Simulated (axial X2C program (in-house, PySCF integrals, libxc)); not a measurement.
# A two-component session on TaSr: properties at the nuclei

Aim: properties at the nuclei of TaSr, with spin–orbit coupling in the Hamiltonian from the start.

Computed with an in-house X2C program for linear molecules on PySCF integrals. Level: two-component X2C with atomic mean-field terms, Ta dyall-cv3z, Sr dyall-cv3z.

All values are calculated.

**1. The job**

task.json

```json
{"zs": [73, 38], "q": 0, "bas": ["dyall-cv3z", "dyall-cv3z"], "r0": 3.31, "levels": ["PBE0", "HF", "BP86", "PBE", "B3LYP"], "nst": 2}
```

Keys: zs atomic numbers; q charge; bas basis sets; r0 starting distance in Å; levels methods (HF also brings MP2); nst determinants followed.

Launch:

```sh
$ python soeom.py task.json out
```

The runs that follow: Expectation values, lowest determinant; Expectation values, a higher determinant.

**Question.** What will these runs give? Wanted: lowest determinant; Eeff magnitude; Ws magnitude Ta; A∥/gI Ta; qzz Ta; higher determinant (for each run or level that gives them).

The runs gave:

```
                                        quantity                                    value
                              lowest determinant  Ω = 1/2 (excess of +ω over −ω: ω = 1/2)
                    Eeff magnitude (GV/cm), PBE0                                     11.6
                     Ws magnitude Ta (kHz), PBE0                                     19.9
                            A∥/gI Ta (MHz), PBE0                                     1040
                             qzz Ta (a.u.), PBE0                                    -2.72
                              higher determinant  Ω = 5/2 (excess of +ω over −ω: ω = 5/2)
Eeff magnitude (GV/cm), PBE0, higher determinant                                       15
 Ws magnitude Ta (kHz), PBE0, higher determinant                                     5.74
        A∥/gI Ta (MHz), PBE0, higher determinant                                      641
         qzz Ta (a.u.), PBE0, higher determinant                                     3.30
```

What this shows: In the first state, the effective field runs from 9.55 to 51.5 GV/cm over the mean-field levels, so the levels don't agree on it. The expectation values come from single determinants, which for open shells can mix terms of unlike spin or miss the lowest Ω, so a determinant need not be a state. Eeff is the effective electric field on the electron dipole moment in this Ω state and Ws the scalar–pseudoscalar constant (defined with the proton number Z and per Ω); A∥ is the parallel hyperfine constant, which follows by multiplying with the nuclear g factor gI = μI/(I μN); qzz is the electric field gradient, eQq0 = 234.96 MHz × Q/barn × qzz; μ is positive if Sr is the positive end. The operators were transformed with the bare-nucleus X2C matrices.
